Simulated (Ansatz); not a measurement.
This script drives the Ansatz DFT code, driven from Python.

Script `clgeh2n_states.py`:
```python
import ansatz
import numpy as np

GEOMETRY = """
N    -0.83570    0.28540   -0.31420
Ge   -0.15970   -0.81060    0.95790
Cl    1.96910   -0.81200    0.76480
H    -0.37910    1.28020   -0.17810
H    -0.54470   -0.01660   -1.27190
"""


def main() -> None:
    mol = ansatz.Crystal.molecule()
    for line in GEOMETRY.strip().splitlines():
        symbol, *xyz = line.split()
        mol = mol.atom(symbol, [float(v) for v in xyz])
    symbols = [site.symbol for site in mol.cartesian_sites]

    start = np.array([site.position_ang for site in mol.cartesian_sites])
    for factor in [1.0, 1.25, 1.6]:
        xyz = (start - start.mean(axis=0)) * factor
        scaled = ansatz.Crystal.molecule()
        for symbol, place in zip(symbols, xyz):
            scaled = scaled.atom(symbol, place.tolist())
        base = scaled.calculation()
        base = base.basis(gaussian="def2-SVP").functional("hf")
        base = base.spin("collinear")
        for search in ("off", "standard"):
            try:
                r = base.scf(lower_state_search=search).run().report
            except ansatz.AnsatzError as error:
                print(f"x{factor} search {search}: {type(error).__name__}")
                continue
            state = r["mean_field"]["state"]
            print(f"all distances x{factor}, search {search:8s} E = {r['free_energy_ev']:.5f} eV  <S^2> = {abs(state['spin_squared']):.3f}  other states met: {len(r['mean_field']['others'])}")


if __name__ == "__main__":
    main()
```

It is started by `python clgeh2n_states.py`. Estimate its wall time and peak memory on 1 thread of Arm Neoverse V1, on a shared host.

It took about 38 s, with a peak of 0.3 GiB, for 6 runs of the engine.

```console
$ python clgeh2n_states.py
all distances x1.0, search off      E = -70478.93849 eV  <S^2> = 0.000  other states met: 0
all distances x1.0, search standard E = -70478.94180 eV  <S^2> = 0.078  other states met: 2
all distances x1.25, search off      E = -70474.57398 eV  <S^2> = 0.000  other states met: 0
all distances x1.25, search standard E = -70474.57398 eV  <S^2> = 0.000  other states met: 1
all distances x1.6, search off      E = -70465.59231 eV  <S^2> = 0.000  other states met: 0
all distances x1.6, search standard E = -70470.21635 eV  <S^2> = 3.125  other states met: 9
```

Notes:
- These settings explore the input space; basis and method may be short of convergence.
- The count of other states can hold repeated and symmetry-equivalent ends of the search; scaling all distances is a test, and for more than two atoms no physical path.
- The geometry comes from a force field and isn't relaxed at this level.
- The expectation value of S² is noticeably off S(S+1) in at least one run, so that state is spin-contaminated.

(Lines on the test bed's own set-up are left out of the output.)
